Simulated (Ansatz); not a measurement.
# CH6O2Sn: up Jacob's ladder to CCSD(T)

One table from this session's results is given with a row withheld; the runs are named, their logs left out.

Method: functionals in def2-TZVPP, the program's frozen cores in correlated methods; program: Ansatz 0.2.0, Gaussian basis.

The runs, in order: PBE-D4, r2SCAN-D4, PBE0-D4, B3LYP-D4, ωB97X-V, ωB97M-V, B2PLYP; CCSD(T)/def2-TZVPP; MP2/def2-QZVPP; extrapolation to the limit.

**The geometry**

All runs share one geometry, relaxed beforehand with PBE0-D4 in a triple-zeta def2 set. Sn takes the def2 core potential; no spin-orbit term is included.

SMILES `O[CH2][SnH2][OH]`, 10 atoms, charge 0, spin multiplicity 1.

Atoms are counted from 1 here; the program's logs count them from 0.

Bond lengths: O1–C2 1.416 Å, O1–H5 0.961 Å, C2–Sn3 2.146 Å, C2–H6 1.096 Å, C2–H7 1.096 Å, Sn3–O4 1.976 Å, Sn3–H8 1.711 Å, Sn3–H9 1.711 Å, O4–H10 0.959 Å. Angles: C2–O1–H5 108.9°, O1–C2–Sn3 107.0°, O1–C2–H6 112.5°, O1–C2–H7 112.5°, Sn3–C2–H6 108.3°, Sn3–C2–H7 108.3°, H6–C2–H7 108.1°, C2–Sn3–O4 101.2°, C2–Sn3–H8 113.5°, C2–Sn3–H9 113.5°, O4–Sn3–H8 108.4°, O4–Sn3–H9 108.4°, H8–Sn3–H9 111.2°, Sn3–O4–H10 113.9°.

Set-up of the first run:

Input file in.yaml:

```yaml
crystal:
  periodic: [false, false, false]
  atoms:
    - {symbol: O, position_ang: [-2.082548, 0.388299, -0.011749]}
    - {symbol: C, position_ang: [-0.764250, 0.725349, -0.403508]}
    - {symbol: Sn, position_ang: [0.540808, -0.754892, 0.440829]}
    - {symbol: O, position_ang: [2.303089, -0.114916, -0.183812]}
    - {symbol: H, position_ang: [-2.690724, 1.036428, -0.376361]}
    - {symbol: H, position_ang: [-0.455069, 1.708550, -0.030757]}
    - {symbol: H, position_ang: [-0.636087, 0.717640, -1.491931]}
    - {symbol: H, position_ang: [0.285764, -2.327351, -0.184892]}
    - {symbol: H, position_ang: [0.544461, -0.764243, 2.152187]}
    - {symbol: H, position_ang: [3.037556, -0.665965, 0.092792]}
basis:
  gaussian: {orbitals: def2-TZVPP}
hamiltonian: {xc: pbe, dispersion: d4}
output: {forces: true, orbitals: {seedname: orbitals}}
```

The run is started by

```console
ansatz run in.yaml --threads 4 --pin off --events-out ev --progress --plain --max-ram 10444MiB
```

Among the steps run: PBE-D4 (GGA); r2SCAN-D4 (meta-GGA); PBE0-D4 (hybrid); B3LYP-D4 (hybrid); ωB97X-V (range-separated); ωB97M-V (range-separated); B2PLYP (double hybrid); CCSD(T) in def2-TZVPP; MP2 in def2-QZVPP.

One table of the session follows, with a row left open; its other results are not shown here.

| method | atoms, summed (eV) | atomisation energy (kJ/mol) |
| --- | --- | --- |
| PBE-D4 | -11022.308 | 3282.9 |
| r2SCAN-D4 | -11028.240 | 3229.6 |
| PBE0-D4 | -11023.536 | 3203.7 |
| B3LYP-D4 | -11031.290 | 3219.5 |
| ωB97X-V | -11026.351 | 3251.1 |
| ωB97M-V | -11025.284 | 3239.1 |
| B2PLYP | -11019.742 | 3188.7 |
| HF/def2-TZVPP | -10984.216 | 2199.1 |
| MP2/def2-TZVPP | -11000.926 | 3197.7 |
| CCSD/def2-TZVPP | ? | ? |
| CCSD(T)/def2-TZVPP | -11002.675 | 3166.4 |
| MP2/CBS | -11012.750 | 3299.0 |
| CCSD(T)/CBS | -11014.499 | 3267.7 |

Estimate the missing values for CCSD/def2-TZVPP.

As computed: atoms, summed (eV): -11002.302; atomisation energy (kJ/mol): 3112.8. In the column «atoms, summed (eV)» it lies between CCSD(T)/def2-TZVPP (-11002.675) and MP2/def2-TZVPP (-11000.926).

To keep in mind: Free atoms (2 O, 1 C, 1 Sn, 6 H) were run apart at each level; the atomisation energy is their sum less the molecule, without zero-point or spin-orbit terms.
